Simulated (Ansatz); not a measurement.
# FGeH5SSi: one species, many methods

How much do the methods differ for FGeH5SSi? The plan is to run it at one geometry with functionals of several rungs and with coupled cluster. The yardstick is the atomisation energy at the CCSD(T) limit.

Program: Ansatz 0.2.0, Gaussian basis. Level of theory: functionals in def2-TZVPP, the program's frozen cores in correlated methods. These are calculated values, not measurements.

Plan: PBE-D4, r2SCAN-D4, PBE0-D4, B3LYP-D4, ωB97X-V, ωB97M-V, B2PLYP; CCSD(T)/def2-TZVPP; MP2/def2-QZVPP; extrapolation to the limit.

## 1. Structure used throughout

The geometry comes from an earlier relaxation with PBE0-D4 in a triple-zeta def2 set; it is a stationary point, not always the lowest conformer.

9 atoms, charge 0, spin multiplicity 1.

Atoms are counted from 1 here; the program's logs count them from 0.

Bond lengths: F1–Si2 1.604 Å, Si2–S3 2.123 Å, Si2–Ge4 2.377 Å, Si2–H5 1.482 Å, S3–H6 1.344 Å, Ge4–H7 1.538 Å, Ge4–H8 1.536 Å, Ge4–H9 1.536 Å. Angles: F1–Si2–S3 111.6°, F1–Si2–Ge4 108.1°, F1–Si2–H5 107.4°, S3–Si2–Ge4 111.0°, S3–Si2–H5 104.3°, Ge4–Si2–H5 114.3°, Si2–S3–H6 95.0°, Si2–Ge4–H7 109.1°, Si2–Ge4–H8 111.6°, Si2–Ge4–H9 109.3°, H7–Ge4–H8 109.0°, H7–Ge4–H9 108.7°, H8–Ge4–H9 109.2°.

## 2. PBE-D4 (GGA)

Contents of in.yaml:

```yaml
crystal:
  periodic: [false, false, false]
  atoms:
    - {symbol: F, position_ang: [0.889134, 0.117610, -2.070504]}
    - {symbol: Si, position_ang: [0.356907, 0.760775, -0.701395]}
    - {symbol: S, position_ang: [1.959536, 1.348459, 0.560657]}
    - {symbol: Ge, position_ang: [-1.034416, -0.837595, 0.374774]}
    - {symbol: H, position_ang: [-0.324903, 2.031465, -1.044881]}
    - {symbol: H, position_ang: [2.236212, 0.103156, 0.984413]}
    - {symbol: H, position_ang: [-0.158315, -1.972892, 0.931083]}
    - {symbol: H, position_ang: [-2.066481, -1.432880, -0.595166]}
    - {symbol: H, position_ang: [-1.769173, -0.164396, 1.543921]}
basis:
  gaussian: {orbitals: def2-TZVPP}
hamiltonian: {xc: pbe, dispersion: d4}
output: {forces: true, orbitals: {seedname: orbitals}}
```

Launch:

```
$ ansatz run in.yaml --threads 4 --pin off --events-out ev --progress --plain --max-ram 10444MiB
```

The runs that follow: r2SCAN-D4 (meta-GGA); PBE0-D4 (hybrid); B3LYP-D4 (hybrid); ωB97X-V (range-separated); ωB97M-V (range-separated); B2PLYP (double hybrid); CCSD(T) in def2-TZVPP; MP2 in def2-QZVPP.

**Question.** What will the summary of the whole plan be? Wanted: atomisation energy, CCSD(T)/CBS; farthest; mean size of error, hybrid; mean size of error, range-separated; gap, smallest and largest; T1 diagnostic; triples share of the correlation energy.

**Answer**, as computed:

| quantity | value |
| --- | --- |
| atomisation energy, CCSD(T)/CBS | 2744.1 kJ/mol |
| functionals within 27.4 kJ/mol (1.0 %) | PBE-D4, r2SCAN-D4, ωB97X-V, ωB97M-V |
| farthest | B2PLYP (-65.2 kJ/mol) |
| mean size of error, hybrid | 45.4 kJ/mol |
| mean size of error, range-separated | 14.0 kJ/mol |
| gap, smallest and largest | 5.56 eV (PBE-D4), 11.92 eV (ωB97X-V) |
| T1 diagnostic | 0.0123 |
| triples share of the correlation energy | 3.5 % |

What this shows: PBE-D4 misses by -24.1 kJ/mol. Double hybrids carry the basis error of their MP2 part in triple zeta, and no dispersion term here, so their miss is partly the set-up's. Misses under about 27.4 kJ/mol are within the doubt on the reference itself, which lacks core-valence correlation, relativity and higher excitations, and its outer-core shells are covered unevenly. Hartree-Fock recovers 73 % of the binding; the rest is correlation. The gap grows from 5.6 to 11.9 eV across the functionals, mostly with the share of exact exchange. Correlated methods include outer-core shells of Ge, which these sets cover unevenly.
